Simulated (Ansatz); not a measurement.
# TiAl16Cl3: the cost of one run

Computed with Ansatz 0.2.0 (DFT PBE+D3(BJ), scalar-relativistic, plane waves, PAW, unless a step's input says otherwise).

2 further runs of the same task are left out: 2 set aside as unsound or not needed.

**1. The starting structure**

The structure is tetragonal, space group P4mm (No. 99). Conventional cell: a = 2.816 Å, b = 2.816 Å, c = 22.974 Å, α = 90.00°, β = 90.00°, γ = 90.00°. Al (site symmetry 4mm) is surrounded by 8 Al at 2.82 Å. Around Al (site symmetry 4mm) lie 12 Al at 2.82 to 2.88 Å. Al (site symmetry 4mm) is surrounded by 8 Al at 2.82 to 2.87 Å.

As a file:

```xyz
16
Lattice="5.6324 0.0000 0.0000 0.0000 5.6324 0.0000 0.0000 0.0000 22.9741" Properties=species:S:1:pos:R:3 pbc="T T T"
Al    1.4081    1.4081    8.5000
Al    1.4081    4.2243    8.5000
Al    4.2243    1.4081    8.5000
Al    4.2243    4.2243    8.5000
Al    2.8162    2.8162   10.4914
Al    2.8162    0.0000   10.4914
Al    0.0000    2.8162   10.4914
Al    0.0000    0.0000   10.4914
Al    4.2243    4.2243   12.5660
Al    4.2243    1.4081   12.5660
Al    1.4081    4.2243   12.5660
Al    1.4081    1.4081   12.5660
Al    0.0000    0.0000   14.6297
Al    0.0000    2.8162   14.6297
Al    2.8162    0.0000   14.6297
Al    2.8162    2.8162   14.6297
```

Miller indices refer to the conventional cell of the relaxed bulk, Fm-3m (No. 225): a = 3.983 Å, b = 3.983 Å, c = 3.983 Å, α = 90.00°, β = 90.00°, γ = 90.00°.

It is a (100) slab, 6.0 Å thick as cut, with 17 Å of vacuum, in a 2×2 surface cell; its outer planes are Al (top) and Al (bottom). An earlier relaxation, lower half held, gave -8600.1290 eV, work function 4.29 eV (top face), 4.31 eV (bottom face).

**2. Start: TiCl3, top (Al)**

With the adsorbate the run is spin-polarised.

File input.yaml:

```yaml
crystal:
  lattice:
    - [5.6324246406, 0.0, 0.0]
    - [0.0, 5.6324246406, 0.0]
    - [0.0, 0.0, 25.7265328022]
  atoms:
    - { symbol: Al, position: [0.25, 0.25, 0.3303981949] }
    - { symbol: Al, position: [0.25, 0.75, 0.3303981949] }
    - { symbol: Al, position: [0.75, 0.25, 0.3303981949] }
    - { symbol: Al, position: [0.75, 0.75, 0.3303981949] }
    - { symbol: Al, position: [0.5, 0.5, 0.4078032166] }
    - { symbol: Al, position: [0.5, 0.0, 0.4078032166] }
    - { symbol: Al, position: [0.0, 0.5, 0.4078032166] }
    - { symbol: Al, position: [0.0, 0.0, 0.4078032166] }
    - { symbol: Al, position: [0.75, 0.75, 0.4884449487] }
    - { symbol: Al, position: [0.75, 0.25, 0.4884449487] }
    - { symbol: Al, position: [0.25, 0.75, 0.4884449487] }
    - { symbol: Al, position: [0.25, 0.25, 0.4884449487] }
    - { symbol: Al, position: [0.0, 0.0, 0.5686630335] }
    - { symbol: Al, position: [0.0, 0.5, 0.5686630335] }
    - { symbol: Al, position: [0.5, 0.0, 0.5686630335] }
    - { symbol: Al, position: [0.5, 0.5, 0.5686630335] }
    - { symbol: Ti, position: [0.0, 0.0, 0.6782774935], spin: 1.0 }
    - { symbol: Cl, position: [0.3633793219, -0.0517073581, 0.7075252869] }
    - { symbol: Cl, position: [-0.1369097753, 0.340549403, 0.7075252869] }
    - { symbol: Cl, position: [-0.2264695466, -0.2888420449, 0.7075252869] }
basis:
  ecutwfc: 420
kpoints:
  mp_grid: { grid: [5, 5, 1] }
hamiltonian:
  xc: pbe
  dispersion: d3bj
scf:
  occupations: { method: gaussian, width: 0.1 }
output:
  forces: true
  eigenvalues: true
  populations: true
magnetization:
  spin_polarized: true
relax:
  adjacent_minimum: "off"
  f_tol: 0.03
  max_steps: 70
  constraints: [{ sites: [0, 1, 2, 3, 4, 5, 6, 7] }]
efield:
  axis: 3
  dipole_correction: true
  ramp_width: 0.04
```

Run with:

```bash
> ansatz run input.yaml --threads 4 --pin off --max-ram 10240MiB --backend cpu --events-out ev --progress --plain --runs-dir out
```

**Question.** How long does this run take on 4 threads of Intel Xeon 6975P-C (Granite Rapids), shared host, and how much memory does it need?

About 9.7 min, with a peak of 2.2 GiB.
